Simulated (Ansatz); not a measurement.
# C8H18Cl2Si: small, medium and large basis sets

One table from this session's results is given with a row withheld; the runs are named, their logs left out.

Method: one geometry, several basis sets; program: Ansatz 0.2.0, Gaussian basis.

The runs, in order: PBE0-D4/def2-SVP; ωB97M-V/def2-SVP; PBE0-D4/def2-QZVPP; ωB97M-V/def2-QZVPP; the functionals' def2-TZVPP values are taken from earlier runs.

## Structure used throughout

The geometry comes from an earlier relaxation with PBE0-D4 in a triple-zeta def2 set; it is a stationary point, not always the lowest conformer.

SMILES `CC(C)C[Si](Cl)(Cl)CC(C)C`, 29 atoms, charge 0, spin multiplicity 1.

Atoms are counted from 1 here; the program's logs count them from 0.

Bond lengths: C1–C2 1.521 Å, C1–H12 1.093 Å, C1–H13 1.095 Å, C1–H14 1.093 Å, C2–C3 1.522 Å, C2–C4 1.531 Å, C2–H15 1.096 Å, C3–H16 1.095 Å, C3–H17 1.093 Å, C3–H18 1.093 Å, C4–Si5 1.866 Å, C4–H19 1.096 Å, C4–H20 1.099 Å, Si5–Cl6 2.064 Å, Si5–Cl7 2.065 Å, Si5–C8 1.866 Å, C8–C9 1.532 Å, C8–H21 1.097 Å and more. Angles: C2–C1–H12 110.9°, C2–C1–H13 110.9°, C2–C1–H14 112.0°, H12–C1–H13 107.6°, H12–C1–H14 107.3°, H13–C1–H14 108.0°, C1–C2–C3 110.6°, C1–C2–C4 112.4°, C1–C2–H15 107.8°, C3–C2–C4 110.2°, C3–C2–H15 108.0°, C4–C2–H15 107.6°, C2–C3–H16 110.7°, C2–C3–H17 111.1°, C2–C3–H18 111.3°, H16–C3–H17 107.8°, H16–C3–H18 107.7°, H17–C3–H18 108.0° and more.

Coordinates:

```xyz
29
C8H18Cl2Si
C    -1.2292    1.3878   -1.2790
C     0.1028    2.1070   -1.1263
C     0.6587    2.5007   -2.4879
C     1.1297    1.2731   -0.3558
Si    0.7176    0.8010    1.4016
Cl   -0.0900    2.4418    2.3584
Cl    2.5050    0.3878    2.3490
C    -0.4621   -0.6225    1.6558
C    -0.3579   -1.8039    0.6861
C     0.9926   -2.5009    0.7635
C    -1.4871   -2.7925    0.9427
H    -1.9378    1.9976   -1.8443
H    -1.1033    0.4430   -1.8172
H    -1.6887    1.1671   -0.3123
H    -0.0747    3.0250   -0.5545
H     0.8518    1.6132   -3.0990
H    -0.0461    3.1338   -3.0332
H     1.5988    3.0490   -2.3903
H     2.0813    1.8135   -0.3042
H     1.3442    0.3433   -0.9003
H    -0.3308   -0.9706    2.6879
H    -1.4707   -0.1962    1.6110
H    -0.4817   -1.4174   -0.3331
H     1.0257   -3.3557    0.0836
H     1.1808   -2.8703    1.7760
H     1.8196   -1.8362    0.5033
H    -1.4115   -3.2095    1.9518
H    -2.4649   -2.3127    0.8527
H    -1.4519   -3.6244    0.2344
```

The first run:

The input, in.yaml:

```yaml
crystal:
  periodic: [false, false, false]
  atoms:
    - {symbol: C, position_ang: [-1.229205, 1.387848, -1.278978]}
    - {symbol: C, position_ang: [0.102806, 2.106986, -1.126347]}
    - {symbol: C, position_ang: [0.658680, 2.500690, -2.487918]}
    - {symbol: C, position_ang: [1.129661, 1.273075, -0.355781]}
    - {symbol: Si, position_ang: [0.717596, 0.800964, 1.401554]}
    - {symbol: Cl, position_ang: [-0.089971, 2.441836, 2.358410]}
    - {symbol: Cl, position_ang: [2.505005, 0.387799, 2.348993]}
    - {symbol: C, position_ang: [-0.462088, -0.622529, 1.655821]}
    - {symbol: C, position_ang: [-0.357901, -1.803919, 0.686057]}
    - {symbol: C, position_ang: [0.992625, -2.500906, 0.763456]}
    - {symbol: C, position_ang: [-1.487090, -2.792454, 0.942697]}
    - {symbol: H, position_ang: [-1.937807, 1.997640, -1.844307]}
    - {symbol: H, position_ang: [-1.103282, 0.442973, -1.817223]}
    - {symbol: H, position_ang: [-1.688667, 1.167052, -0.312253]}
    - {symbol: H, position_ang: [-0.074747, 3.025026, -0.554461]}
    - {symbol: H, position_ang: [0.851849, 1.613159, -3.099005]}
    - {symbol: H, position_ang: [-0.046120, 3.133832, -3.033197]}
    - {symbol: H, position_ang: [1.598824, 3.048963, -2.390311]}
    - {symbol: H, position_ang: [2.081338, 1.813544, -0.304243]}
    - {symbol: H, position_ang: [1.344228, 0.343302, -0.900342]}
    - {symbol: H, position_ang: [-0.330760, -0.970621, 2.687887]}
    - {symbol: H, position_ang: [-1.470707, -0.196183, 1.611006]}
    - {symbol: H, position_ang: [-0.481681, -1.417369, -0.333066]}
    - {symbol: H, position_ang: [1.025667, -3.355681, 0.083577]}
    - {symbol: H, position_ang: [1.180783, -2.870251, 1.776004]}
    - {symbol: H, position_ang: [1.819591, -1.836172, 0.503338]}
    - {symbol: H, position_ang: [-1.411544, -3.209477, 1.951756]}
    - {symbol: H, position_ang: [-2.464879, -2.312675, 0.852667]}
    - {symbol: H, position_ang: [-1.451901, -3.624350, 0.234408]}
basis:
  gaussian: {orbitals: def2-SVP}
hamiltonian: {xc: pbe0, dispersion: d4}
output: {orbitals: {seedname: orbitals}}
```

On the command line:

```console
> ansatz run in.yaml --threads 11 --pin off --events-out ev --progress --plain --max-ram 174080MiB --backend cpu
```

Steps of the session up to this table: PBE0-D4 in def2-SVP; ωB97M-V in def2-SVP; PBE0-D4 in def2-QZVPP; ωB97M-V in def2-QZVPP.

One of the session's tables, all rows but one given; the rest of the session is left out.

It belongs to the step «Functionals by basis». 

```
functional       basis  HOMO (eV)  LUMO (eV)
   PBE0-D4    def2-SVP      -8.06       1.10
   PBE0-D4  def2-TZVPP          ?          ?
   PBE0-D4  def2-QZVPP      -8.12       0.34
   ωB97M-V    def2-SVP     -10.23       2.84
   ωB97M-V  def2-TZVPP     -10.30       2.18
   ωB97M-V  def2-QZVPP     -10.32       1.52
```

Q: Estimate the row for PBE0-D4, def2-TZVPP from the others.

As computed: HOMO (eV): -8.10; LUMO (eV): 0.69. In the column «HOMO (eV)» it lies between PBE0-D4, def2-QZVPP (-8.12) and PBE0-D4, def2-SVP (-8.06).
